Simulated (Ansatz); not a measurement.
## ClH2O2Si, SMILES [O][SiH](O)Cl: vertical spin-state energies, step by step

Computed with Ansatz 0.2.0, Python API.

The script reads `clh2o2si.xyz`:
```text
6

O     0.66750   -1.42310   -0.96970
Si   -0.10430    0.02870   -0.31940
O    -0.05860   -0.03620    1.38080
Cl   -2.02760    0.15400   -0.92770
H     0.62330    1.21400   -0.81240
H     0.94180   -0.00140    1.60220
```

Interactive session:
```pycon
>>> import warnings
>>> import ansatz as az
>>> warnings.simplefilter('ignore', az.DeckWarning)
>>> geometry = az.Crystal.molecule_from_extxyz('clh2o2si.xyz')
>>> base = (
...     geometry.calculation()
...     .basis(gaussian='pcseg-2')
...     .correlation('MP2')
... )
>>> found = {}
>>> for unpaired in [1, 3]:
...     rep = base.spin('collinear', total=unpaired).run(threads=1).report
...     s = unpaired / 2
...     found[unpaired] = rep['free_energy_ev']
...     print(f'2S+1 = {unpaired + 1}: E = {found[unpaired]:.5f} eV, <S^2> = {abs(rep["mean_field"]["state"]["spin_squared"]):.3f} (pure state {s * (s + 1):.2f})')
...
2S+1 = 2: E = -24495.74399 eV, <S^2> = 0.757 (pure state 0.75)
2S+1 = 4: E = -24487.77889 eV, <S^2> = 3.767 (pure state 3.75)
>>> lowest = min(found, key=found.get)
>>> for unpaired, e in found.items():
...     print(f'multiplicity {unpaired + 1}: {23.060548 * (e - found[lowest]):.1f} kcal/mol above the lowest')
...
multiplicity 2: 0.0 kcal/mol above the lowest
multiplicity 4: 183.7 kcal/mol above the lowest
```

In order: multiplicity 2 (+0.00 eV) and multiplicity 4 (+7.97 eV), all at the one geometry.

Total energies depend on the basis set; only differences at equal settings carry meaning. The geometry is a force-field or estimated start, not a minimum of this method, and the basis set is short of its limit. All parts are taken at fixed geometry, without zero-point energy. The species is open-shell (spin multiplicity 2). S² is that of the Hartree-Fock reference. Timing: 60 s on 1 thread of Arm Neoverse V2, on a shared host, peak memory 0.44 GiB.

(Lines on the test bed's own set-up are left out of the output.)
